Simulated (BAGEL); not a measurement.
**UHF/6-31G(d) (density fitting with cc-pvqz-jkfit, spherical functions) run of C2H3Cl2Si (SMILES [H]/[C]=C/[SiH](Cl)Cl)**

Aim: the vertical ionisation energy of C2H3Cl2Si at UHF/6-31G* (density fitting with cc-pvqz-jkfit, spherical functions), from 2 runs. 

The results are computed with BAGEL 1.2.2.

1 further run of the same task is left out (it didn't finish).

## (1) Starting point

C2H3Cl2Si: 8 atoms, total charge 0, spin state doublet. SMILES: `[H]/[C]=C/[SiH](Cl)Cl`. The shape is that of a PBE0-D4/def2-TZVP optimisation. This is one conformer, not always the lowest.

Bond lengths: C1–C2 1.302 Å, C2–Si3 1.849 Å, Si3–Cl4 2.046 Å, Si3–Cl5 2.046 Å, C1–H6 1.081 Å, C2–H7 1.096 Å, Si3–H8 1.473 Å. Angles: C1–C2–Si3 119.3°, C2–Si3–Cl4 109.6°, C2–Si3–Cl5 109.6°, Cl4–Si3–Cl5 108.1°, C1–C2–H7 121.6°, Si3–C2–H7 119.1°, C2–C1–H6 140.4°, C2–Si3–H8 111.7°, Cl4–Si3–H8 108.9°, Cl5–Si3–H8 108.9°.

## (2) A single-point energy at UHF/6-31G(d) (density fitting with cc-pvqz-jkfit, spherical functions)

Input file hf.json:

```json
{ "bagel" : [

{
  "title" : "molecule",
  "basis" : "6-31gs.json",
  "df_basis" : "cc-pvqz-jkfit",
  "angstrom" : "true",
  "geometry" : [
    { "atom" : "C", "xyz" : [      -0.467200,       1.549800,       0.659300 ] },
    { "atom" : "C", "xyz" : [      -0.193600,       0.279100,       0.737900 ] },
    { "atom" : "Si", "xyz" : [       0.301600,      -0.635800,      -0.791100 ] },
    { "atom" : "Cl", "xyz" : [      -1.013100,      -2.166600,      -1.130900 ] },
    { "atom" : "Cl", "xyz" : [       2.164100,      -1.443500,      -0.534600 ] },
    { "atom" : "H", "xyz" : [      -0.772500,       2.376400,       1.285600 ] },
    { "atom" : "H", "xyz" : [      -0.249600,      -0.262100,       1.689000 ] },
    { "atom" : "H", "xyz" : [       0.322500,       0.245600,      -1.971100 ] }
  ]
},

{ "title" : "uhf", "nopen" : 1 },

{ "title" : "print", "file" : "orbitals.molden", "orbitals" : "true" }

]}
```

The basis set 6-31G* is read from a file made from the Basis Set Exchange's data (not shown).

The run is started by

```bash
$ BAGEL_NUM_THREADS=1 BAGEL hf.json > hf.out
```

The log of the run:

```text
* using 1 threads per process

  ===============================================================
  ===============================================================

  *** Geometry ***

  { "atom" : "C", "xyz" : [     -0.882880,      2.928698,      1.245896 ] },
  { "atom" : "C", "xyz" : [     -0.365851,      0.527423,      1.394429 ] },
  { "atom" : "Si", "xyz" : [      0.569941,     -1.201488,     -1.494962 ] },
  { "atom" : "Cl", "xyz" : [     -1.914482,     -4.094281,     -2.137091 ] },
  { "atom" : "Cl", "xyz" : [      4.089556,     -2.727820,     -1.010248 ] },
  { "atom" : "H", "xyz" : [     -1.459813,      4.490745,      2.429432 ] },
  { "atom" : "H", "xyz" : [     -0.471676,     -0.495297,      3.191747 ] },
  { "atom" : "H", "xyz" : [      0.609437,      0.464117,     -3.724839 ] },

  Number of auxiliary basis functions:      809

  Since a DF basis is specified, we compute 2- and 3-index integrals:
    o Being stored without compression. Storage requirement is 0.050 GB

  Number of basis functions:       88
  Number of electrons      :       63

    * METHOD: MOLECULE                             1.04

  *** Open-shell HF ***

  === Nuclear Repulsion ===
   320.2080702900

      * DIIS with orbital gradients will be used.

  === UHF iteration (6-31gs.json) ===
      0      -1285.25312727          0.02240777           0.50
      1      -1285.36139807          0.00920293           0.50
      2      -1285.37883012          0.00413955           0.46
      3      -1285.38269251          0.00123136           0.55
      4      -1285.38417320          0.00054650           0.53
      5      -1285.38468123          0.00020427           0.48
      6      -1285.38539966          0.00008350           0.46
      7      -1285.38589931          0.00006512           0.50
      8      -1285.38630637          0.00006207           0.47
      9      -1285.38669555          0.00005992           0.45
     10      -1285.38721581          0.00005286           0.46
     11      -1285.38759286          0.00002868           0.48
     12      -1285.38756436          0.00003059           0.47
     13      -1285.38759866          0.00001777           0.48
     14      -1285.38764694          0.00001238           0.49
     15      -1285.38764886          0.00000211           0.47
     16      -1285.38764918          0.00000049           0.48
     17      -1285.38764923          0.00000019           0.47
     18      -1285.38764923          0.00000007           0.47
     19      -1285.38764923          0.00000004           0.53
     20      -1285.38764923          0.00000002           0.52
     21      -1285.38764923          0.00000001           0.48
    * SCF iteration converged.

    * S^2 (UHF) is 0.9357

    * Permanent dipole moment:
           (    0.317191,    -0.978537,    -0.503982) a.u.

    * METHOD: UHF                                 11.14

    * METHOD: PRINT                                0.04

  ===============================================================
```

Run time: 13 s. Hardware: 1 thread of AMD EPYC 7R43 (Zen 3), shared host; peak memory 0.2 GiB.

## (3) The singlet cation at the same level

Input file job.json:

```json
{ "bagel": [

{
  "title": "molecule",
  "basis": "6-31gs.json",
  "df_basis": "cc-pvqz-jkfit",
  "angstrom": true,
  "geometry": [
    { "atom": "C", "xyz": [   -0.467200,    1.549800,    0.659300 ] },
    { "atom": "C", "xyz": [   -0.193600,    0.279100,    0.737900 ] },
    { "atom": "Si", "xyz": [    0.301600,   -0.635800,   -0.791100 ] },
    { "atom": "Cl", "xyz": [   -1.013100,   -2.166600,   -1.130900 ] },
    { "atom": "Cl", "xyz": [    2.164100,   -1.443500,   -0.534600 ] },
    { "atom": "H", "xyz": [   -0.772500,    2.376400,    1.285600 ] },
    { "atom": "H", "xyz": [   -0.249600,   -0.262100,    1.689000 ] },
    { "atom": "H", "xyz": [    0.322500,    0.245600,   -1.971100 ] }
  ]
},
{ "title": "hf", "charge": 1 },
{ "title": "print", "file": "orbitals.molden", "orbitals": true }

]}
```

The basis set 6-31G* is read from a file made from the Basis Set Exchange's data (not shown).

The run is started by

```bash
$ BAGEL_NUM_THREADS=1 BAGEL job.json > job.out
```

The log of the run:

```text
* using 1 threads per process

  ===============================================================
  ===============================================================

  *** Geometry ***

  { "atom" : "C", "xyz" : [     -0.882880,      2.928698,      1.245896 ] },
  { "atom" : "C", "xyz" : [     -0.365851,      0.527423,      1.394429 ] },
  { "atom" : "Si", "xyz" : [      0.569941,     -1.201488,     -1.494962 ] },
  { "atom" : "Cl", "xyz" : [     -1.914482,     -4.094281,     -2.137091 ] },
  { "atom" : "Cl", "xyz" : [      4.089556,     -2.727820,     -1.010248 ] },
  { "atom" : "H", "xyz" : [     -1.459813,      4.490745,      2.429432 ] },
  { "atom" : "H", "xyz" : [     -0.471676,     -0.495297,      3.191747 ] },
  { "atom" : "H", "xyz" : [      0.609437,      0.464117,     -3.724839 ] },

  Number of auxiliary basis functions:      809

  Since a DF basis is specified, we compute 2- and 3-index integrals:
    o Being stored without compression. Storage requirement is 0.050 GB

  Number of basis functions:       88
  Number of electrons      :       63

    * METHOD: MOLECULE                             1.51

  *** RHF ***

  === Nuclear Repulsion ===
   320.2080702900

      * DIIS with orbital gradients will be used.

  === RHF iteration (6-31gs.json) ===
      0      -1284.89490074          0.01184401           0.30
      1      -1285.01575534          0.00522621           0.27
      2      -1285.03751534          0.00157190           0.27
      3      -1285.04093293          0.00072500           0.27
      4      -1285.04161235          0.00039951           0.34
      5      -1285.04200126          0.00015418           0.27
      6      -1285.04204757          0.00002709           0.27
      7      -1285.04204889          0.00000882           0.25
      8      -1285.04204903          0.00000321           0.25
      9      -1285.04204905          0.00000132           0.25
     10      -1285.04204905          0.00000056           0.24
     11      -1285.04204905          0.00000027           0.24
     12      -1285.04204905          0.00000012           0.28
     13      -1285.04204905          0.00000006           0.23
     14      -1285.04204905          0.00000003           0.23
     15      -1285.04204905          0.00000001           0.22
    * SCF iteration converged.

    * Permanent dipole moment:
           (    1.249904,    -3.771112,    -2.090765) a.u.

    * METHOD: HF                                   4.74

    * METHOD: PRINT                                0.05

  ===============================================================
```

It took 7.2 s on 1 thread of AMD EPYC 7R43 (Zen 3), shared host; peak memory 0.2 GiB.

## (4) Summary of results

At UHF/6-31G* (density fitting with cc-pvqz-jkfit, spherical functions):

| quantity | value |
| --- | --- |
| doublet C2H3Cl2Si: total energy | -1285.38765 Eh |
| doublet C2H3Cl2Si: dipole moment | 2.91 D |
| doublet C2H3Cl2Si: ⟨S²⟩ | 0.936 |
| singlet cation: total energy | -1285.04205 Eh |
| singlet cation: HOMO energy | -16.69 eV |
| singlet cation: LUMO energy | -7.30 eV |
| singlet cation: HOMO–LUMO gap | 9.40 eV |
| vertical ionisation energy (to the singlet cation) | 9.404 eV |

In words: The vertical ionisation energy comes to 9.40 eV (907 kJ/mol). Only the singlet of the ionised species was computed; a triplet could lie lower. ⟨S²⟩ (doublet C2H3Cl2Si) is 0.94 where a pure doublet has 0.75: the reference is spin-contaminated.
